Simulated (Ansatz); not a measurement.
Relaxation of a periodic cell of 17 atoms, Be$_{16}$H (host Be, host structure hcp, interstitial H), to a largest force component of 0.03 eV/Å in at most 60 steps.

Computed with DFT PBE, scalar-relativistic, plane waves, PAW (Ansatz 0.2.0). Settings: cutoff 420 eV, k mesh 5x5x3, gaussian smearing 0.1 eV, no spin polarisation.

```xyz
17
Lattice="-2.2900 -3.9664 0.0000 3.4350 -1.9832 0.0000 0.0000 0.0000 7.1769" Properties=species:S:1:pos:R:3
Be 0.000 -3.966 0.000
Be 0.000 -2.644 1.794
Be 0.000 -3.966 3.588
Be 0.000 -2.644 5.383
Be -1.145 -1.983 0.000
Be 2.290 -2.644 1.794
Be -1.145 -1.983 3.588
Be 2.290 -2.644 5.383
Be 1.145 -1.983 0.000
Be 1.145 -0.661 1.794
Be 1.145 -1.983 3.588
Be 1.145 -0.661 5.383
Be 0.000 0.000 0.000
Be 1.145 -4.627 1.794
Be 0.000 0.000 3.588
Be 1.145 -4.627 5.383
H -0.047 -1.355 2.716
```

Q: Where does it end, and by what steps?

A: The forces met the threshold. Limits of this set-up: coarse k mesh, odd electron count without spin. After 4 steps the energy has fallen by 0.077 eV; H17 moved furthest, 0.06 Å.

```tsv
step	energy less start (eV)	largest force component (eV/Å)	accepted
0	0.0000	0.499	yes
1	-0.0572	0.248	yes
2	-0.0756	0.048	yes
3	-0.0758	0.043	yes
4	-0.0770	0.006	yes
```

```xyz
17
Lattice="-2.2900 -3.9664 0.0000 3.4350 -1.9832 0.0000 0.0000 0.0000 7.1769" Properties=species:S:1:pos:R:3
Be 0.002 -3.971 -0.019
Be 0.000 -2.683 1.772
Be 0.002 -3.971 3.594
Be 0.002 -2.651 5.380
Be -1.154 -1.983 0.005
Be 2.259 -2.630 1.773
Be -1.181 -2.002 3.614
Be 2.301 -2.654 5.400
Be 1.128 -1.977 -0.014
Be 1.176 -0.646 1.772
Be 1.170 -2.001 3.612
Be 1.149 -0.665 5.380
Be -0.008 0.003 0.005
Be 1.138 -4.627 1.791
Be -0.005 0.035 3.614
Be 1.138 -4.627 5.404
H -0.004 -1.324 2.693
```

Whether the end is a true minimum wasn't checked by a vibrational analysis.

The run took 50 s on 1 thread of Arm Neoverse V1, on a shared host, peak memory 0.4 GiB.
